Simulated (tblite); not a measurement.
# C3H9F3Si2: the cost of one run

The runs use tblite 0.8.0 and PySCF 2.14.0, with density-fitted response routines of our own; the level of theory stands in each step. All values are computed, except where a source is named. Atoms count from 0, in the outputs and in this text.

### 1 The molecule as given

17 atoms, charge 0, multiplicity 1; geometry from: force field or distance geometry start.

Bonds of the start (Å): C0–C1 1.50, C1–Si2 1.87, C1–Si3 1.89, C1–C4 1.53, C4–F5 1.39, C4–F6 1.37, C4–F7 1.39, C0–H8 1.11, C0–H9 1.11, C0–H10 1.11, Si2–H11 1.46, Si2–H12 1.48, Si2–H13 1.45, Si3–H14 1.46, Si3–H15 1.46, Si3–H16 1.47.

### 2 Geometry optimisation with GFN2-xTB

What the job is given:

```
{"job": {"kind": "relax", "xc": "GFN2-xTB", "basis": "xTB"}, "charge": 0, "multiplicity": 1}
C     -0.321100    -1.468700    -0.599600
C     -0.054200    -0.146800     0.054100
Si     1.733100     0.049900     0.575200
Si    -0.384300     1.253600    -1.168100
C     -1.033200     0.051100     1.209200
F     -2.303800     0.040200     0.642800
F     -0.906300    -0.949100     2.144000
F     -0.770800     1.297800     1.759200
H     -1.373600    -1.758000    -0.372400
H     -0.181300    -1.350800    -1.690900
H      0.356300    -2.265800    -0.239000
H      1.835700     0.250400     2.019900
H      2.276400     1.272000    -0.059700
H      2.474700    -1.087200     0.059600
H     -0.489200     0.701200    -2.512400
H     -1.604000     1.916500    -0.727200
H      0.738800     2.205800    -1.104500
```

The run is started by

```
$ OMP_NUM_THREADS=1 python probes_run.py task.json out
```

This one command runs all jobs of the session in turn.

**Question.** How long does this first job take on 1 thread of Arm Neoverse V1, shared host, and how much memory does it need?

About 1.3 s, with a peak of 0.18 GiB.
